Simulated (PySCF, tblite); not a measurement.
# C₃N₂OS₂, a complex of two parts: infrared bands, NMR shifts, interaction energy and electronic excitations

What infrared bands, NMR shifts, interaction energy and electronic excitations should one expect for `N#CSC#N` with `O=C=S`?

Computed with tblite 0.8.0 and PySCF 2.14.0; each step states its level. No surroundings beyond the atoms listed, unless a continuum is named. Atoms count from 0, parts from 1.

## Step 1: The system as given

8 atoms, charge 0, multiplicity 1; geometry: rigid parts in contact. Parts: 1 = atoms 0–4, `N#CSC#N`, charge 0; 2 = atoms 5–7, `O=C=S`, charge 0.

## Step 2: Docking the parts with GFN2-xTB

What the job is given:

```
{"job": {"kind": "dock", "xc": "GFN2-xTB", "basis": "xTB"}, "charge": 0, "multiplicity": 1, "parts": [{"atoms": "0-4", "charge": 0, "multiplicity": 1}, {"atoms": "5-7", "charge": 0, "multiplicity": 1}]}
N     -2.085654    -0.692928    -0.003619
C     -1.237879     0.073510     0.000707
S     -0.001328     1.231057     0.005393
C      1.237516     0.076283    -0.000054
N      2.087345    -0.687922    -0.002426
O      3.084214     2.149444    -0.432082
C      3.563325     2.148245    -1.481985
S      4.202158     2.146573    -2.881672
```

Level: GFN2-xTB search for minima from random contacts, gas phase.

Started as:

```sh
> OMP_NUM_THREADS=1 python cluster_run.py task.json out
```

One launch serves the whole session: the jobs run in the order shown.

**Question.** The jobs that follow are: GFN2-xTB harmonic vibrations, gas phase; PBE0-D3(BJ)/def2-SVP geometry optimisation, gas phase; GIAO PBE0/pcSseg-1 NMR shielding, non-relativistic, gas phase; PBE0-D3(BJ)/def2-SVPD interaction energy, counterpoise and uncorrected, gas phase; TDDFT B3LYP/def2-SVPD, vertical, gas phase, core orbitals frozen in the response; PBE0-D3(BJ)/def2-SVP harmonic vibrations by differences of gradients, gas phase; PBE0-D3(0)/aug-cc-pVDZ interaction energy, counterpoise and uncorrected, gas phase. Predict: binding energy (GFN2-xTB); strongest single infrared mode (GFN2-xTB); point group; rotational constants (main isotopes); 13C shifts against TMS (PBE0/pcSseg-1); 15N shifts against NH3 (PBE0/pcSseg-1); 33S shifts against CS2 (PBE0/pcSseg-1); 17O shifts against H2O (PBE0/pcSseg-1); interaction energy, counterpoise (PBE0-D3(BJ)/def2-SVPD); superposition error; binding energy (with deformation); ΔG of binding, 298 K, 1 atm (xTB thermal terms); lowest singlet (B3LYP/def2-SVPD); brightest single state of those computed; lowest triplet; strongest single infrared mode (PBE0-D3(BJ)/def2-SVP). Thermal terms come from harmonic xTB runs on each species.

As calculated:

```
                                                   quantity                        value
                                  binding energy (GFN2-xTB)               -2.60 kcal/mol
                  strongest single infrared mode (GFN2-xTB)                    2186 cm⁻¹
                                                point group                           C1
                       rotational constants (main isotopes)         4.92, 0.52, 0.47 GHz
                     13C shifts against TMS (PBE0/pcSseg-1)      162.9, 106.8, 105.3 ppm
                     15N shifts against NH3 (PBE0/pcSseg-1)             355.9, 352.6 ppm
                     33S shifts against CS2 (PBE0/pcSseg-1)                -16, -259 ppm
                     17O shifts against H2O (PBE0/pcSseg-1)                    255.4 ppm
   interaction energy, counterpoise (PBE0-D3(BJ)/def2-SVPD)               -2.71 kcal/mol
                                        superposition error                1.12 kcal/mol
                          binding energy (with deformation)               -2.64 kcal/mol
            ΔG of binding, 298 K, 1 atm (xTB thermal terms)                +6.7 kcal/mol
                           lowest singlet (B3LYP/def2-SVPD)  5.18 eV (239 nm), f = 0.000
                   brightest single state of those computed  state 6, 6.32 eV, f = 0.041
                                             lowest triplet                      4.75 eV
      strongest single infrared mode (PBE0-D3(BJ)/def2-SVP)                    2176 cm⁻¹
range of the interaction energy over the runs of this table      -2.71 to -2.52 kcal/mol
```

In words: In the structure that the search hands on, at its xTB geometry, the leading contact, judged by the atoms' radii, is C3···O5 (inside the van der Waals sum, 2.87 Å). A later relaxation moves these distances. No mode is clearly imaginary at GFN2-xTB; the softest is at -5 cm⁻¹, numerical noise about zero. Over 13 steps the energy fell by 0.187 eV; of the close pairs, C3–N4 changed most, 1.127 to 1.160 Å. Of the attraction, electrostatic 42 %, orbital 37 %, dispersion 21 %; Pauli repulsion takes back 3.27 kcal/mol. The terms sum to the uncorrected energy, so the orbital term holds the superposition error. The superposition error is 41 % of the corrected value, so this basis is small for the task. With harmonic xTB thermal terms the free energy of binding in the gas phase is about +6.7 kcal/mol; soft modes make that rough. The first singlet state (HOMO→LUMO 0.87) lies at 5.18 eV and is dark; of the 6 states computed, the strongest absorption comes from state 6 at 6.32 eV (the last computed, so partners may be missing). The lowest triplet lies 0.43 eV below the lowest singlet (triplets in Tamm-Dancoff, singlets in full TDDFT). No mode is imaginary at PBE0-D3(BJ)/def2-SVP; the softest lies at 20 cm⁻¹. The interaction energy runs from -2.71 (PBE0-D3(BJ)/def2-SVPD) to -2.52 kcal/mol (PBE0-D3(0)/aug-cc-pVDZ).
